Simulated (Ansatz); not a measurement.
Run this with Ansatz's Python interface and show what comes out.

`c2h4osi_energy.py`
```python
# -*- coding: utf-8 -*-
"""Electronic structure of the C2H4OSi molecule."""

from pathlib import Path
import warnings

import ansatz as az
from ase import Atoms

warnings.simplefilter("ignore", az.DeckWarning)

atoms = Atoms(["C", "C", "O", "Si", "H", "H", "H", "H"], positions=[
    (-0.1493, 1.5084, -0.1944),
    (0.0049, 0.2809, 0.0665),
    (0.5129, -0.3409, 1.1041),
    (0.096, -1.3957, -0.1219),
    (-0.6566, 1.859, -1.154),
    (0.0925, 2.3388, 0.5005),
    (1.2416, -2.0921, -0.6704),
    (-1.0498, -2.2155, 0.4138),
])
c2h4osi = az.Crystal.molecule_from_ase(atoms)

setup = (
    c2h4osi.calculation()
    .basis(gaussian="aug-cc-pVDZ")
    .correlation("mp2", electrons="all")
    .accuracy("high")
    .orbitals()
)
result = setup.run(runs_dir="c2h4osi_runs")
r = result.report

for key in ("converged", "free_energy_ev", "reference_energy_ev", "n_frozen", "n_occupied", "n_virtual"):
    print(f"{key:22s} {r[key]}")

parts = r["correlation"]
for name in ("random_phase", "coupled_cluster", "perturbative"):
    if name in parts:
        print(f"{name:16s} {parts[name]['energy']['hartree']:12.7f} Ha")
if "second_order" in parts:
    pair = parts["second_order"]
    print(f"MP2 same spin {pair['same_spin']['hartree']:.7f} Ha, opposite spin {pair['opposite_spin']['hartree']:.7f} Ha")

lines = Path(r["orbitals_path"]).read_text().splitlines()
field_of = lambda key: [line.split("=")[1].strip() for line in lines if line.startswith(key)]
orbitals = [(27.211386 * float(e), s, float(n)) for e, s, n in zip(field_of("Ene="), field_of("Spin="), field_of("Occup="))]
homo = max(e for e, _, n in orbitals if n > 0.5)
lumo = min(e for e, _, n in orbitals if n < 0.5)
for e, spin, n in sorted(orbitals):
    if homo - 10 < e < lumo + 5:
        print(f"{spin:6s} {e:10.3f} eV  occupation {n:.0f}")
```

Output of `python c2h4osi_energy.py`:
```text
converged              True
free_energy_ev         -12037.572252764925
reference_energy_ev    -12021.688518359875
n_frozen               0
n_occupied             [19, 19]
n_virtual              [113, 113]
MP2 same spin -0.1459291 Ha, opposite spin -0.4377873 Ha
Alpha     -17.460 eV  occupation 2
Alpha     -16.864 eV  occupation 2
Alpha     -16.310 eV  occupation 2
Alpha     -14.329 eV  occupation 2
Alpha     -13.408 eV  occupation 2
Alpha     -11.345 eV  occupation 2
Alpha      -9.509 eV  occupation 2
Alpha       0.880 eV  occupation 0
Alpha       1.069 eV  occupation 0
Alpha       1.352 eV  occupation 0
Alpha       1.448 eV  occupation 0
Alpha       1.773 eV  occupation 0
Alpha       1.834 eV  occupation 0
Alpha       2.523 eV  occupation 0
Alpha       2.747 eV  occupation 0
Alpha       3.192 eV  occupation 0
Alpha       3.313 eV  occupation 0
Alpha       3.649 eV  occupation 0
Alpha       4.386 eV  occupation 0
Alpha       4.573 eV  occupation 0
Alpha       4.654 eV  occupation 0
Alpha       4.838 eV  occupation 0
Alpha       5.184 eV  occupation 0
Alpha       5.239 eV  occupation 0
Alpha       5.697 eV  occupation 0
```

Reading the output:
- These settings explore the input space; basis and method may be short of convergence.
- The geometry is a force-field or estimated start, not a minimum of this method, and the basis set is short of its limit.
- Alpha marks a spatial orbital of a restricted run, filled by both spins.
- Levels such as HOMO and LUMO are orbital energies: in Hartree-Fock the gap is too wide and the LUMO hangs on the basis.
- Timing: 5.9 s on 1 thread of Intel(R) Xeon(R) 6975P-C (Granite Rapids), with other jobs on the host, peak memory 0.52 GiB.

(A comment or docstring line of the script was reworded after the run, the code is as it ran; lines on the test bed's own set-up are left out of the output.)
